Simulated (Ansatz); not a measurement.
# SiGe3: the band gap up the ladder of functionals

An exercise on one series of results from a longer session: the logs are not shown, and one member is left open.

The runs shown are made with Ansatz 0.2.0. PAW datasets, plane waves. No spin polarisation. The prototype was imposed, so other structures may be more stable.

## The cell

The cell was relaxed beforehand with r2SCAN.

It is tetragonal, P-4m2 (No. 115); conventional cell a = 3.970 Å, c = 5.594 Å, 22.04 Å³ an atom. Around Si lie 4 Ge at 2.41 Å; around Ge lie 2 Si at 2.41 Å and 2 Ge at 2.45 Å; around Ge lie 4 Ge at 2.45 Å.

The structure in full:

```cif
data_structure
_symmetry_space_group_name_H-M 'P-4m2'
_symmetry_Int_Tables_number 115
_cell_length_a 3.9699
_cell_length_b 3.9699
_cell_length_c 5.5940
_cell_angle_alpha 90.000
_cell_angle_beta 90.000
_cell_angle_gamma 90.000
_cell_volume 88.16
loop_
_atom_site_label
_atom_site_type_symbol
_atom_site_symmetry_multiplicity
_atom_site_Wyckoff_symbol
_atom_site_fract_x
_atom_site_fract_y
_atom_site_fract_z
_atom_site_occupancy
Si1 Si 1 a 0.00000 0.00000 0.00000 1
Ge1 Ge 2 g 0.00000 0.50000 0.24429 1
Ge2 Ge 1 c 0.50000 0.50000 0.50000 1
```

Set-up of the first run:

Input file input.yaml:

```yaml
crystal:
  lattice:
    - [3.9699077038, 0.0, 0.0]
    - [0.0, 3.9699077038, 0.0]
    - [0.0, 0.0, 5.5939547077]
  atoms:
    - { symbol: Si, position: [0.0, 0.0, 0.0] }
    - { symbol: Ge, position: [0.0, 0.5, 0.2442925744] }
    - { symbol: Ge, position: [0.5, 0.5, 0.5] }
    - { symbol: Ge, position: [0.5, 0.0, 0.7557074256] }
kpoints:
  mp_grid: { grid: [6, 6, 6] }
  band_path:
    path:
      - [[0.0, 0.0, 0.0], [0.0, 0.5, 0.0], [0.5, 0.5, 0.0], [0.0, 0.0, 0.0], [0.0, 0.0, 0.5], [0.0, 0.5, 0.5], [0.5, 0.5, 0.5], [0.0, 0.0, 0.5]]
      - [[0.0, 0.5, 0.0], [0.0, 0.5, 0.5]]
      - [[0.5, 0.5, 0.0], [0.5, 0.5, 0.5]]
    npoints: 10
hamiltonian:
  xc: pbe
scf:
  occupations: { method: fermi_dirac, width: 0.02 }
  n_extra_bands: 5
output:
  forces: true
  stress: true
  eigenvalues: true
```

Steps of the session up to this table: Band structure with PBE; r2SCAN at the same geometry; Single point with HSE06; Single point with PBE+SOC; Quasiparticle levels, G0W0@PBE; Single point with PBE0.

One table of the session follows, with a row left open; its other results are not shown here.

| level | gap (eV) |
| --- | --- |
| PBE | 0.29 |
| r2SCAN | ? |
| HSE06 | 0.95 |
| PBE+SOC | 0.21 |
| G0W0@PBE (263 empty bands) | 0.82 |
| PBE0 | 1.54 |

Estimate the missing values for r2SCAN.

The run gave: gap (eV): 0.57. In the column «gap (eV)» it lies between PBE (0.29) and G0W0@PBE (263 empty bands) (0.82).

Meshes: PBE 6×6×6, r2SCAN 6×6×6, HSE06 4×4×4, PBE+SOC 6×6×6, PBE0 4×4×4

The gap runs from 0.21 eV (PBE+SOC) to 1.54 eV (PBE0). Against G0W0@PBE, PBE is short by 0.53 eV, at 35 % of it, and r2SCAN 70 %. PBE0 lies 0.59 eV above HSE06, which differs from it by screening the long-range exchange. G0W0 here is at a finite number of bands, screening cutoff and k mesh, not at the basis limit.

Limits of these values: Warnings in the runs' records: stress scf threshold loose, stress exchange threshold loose.
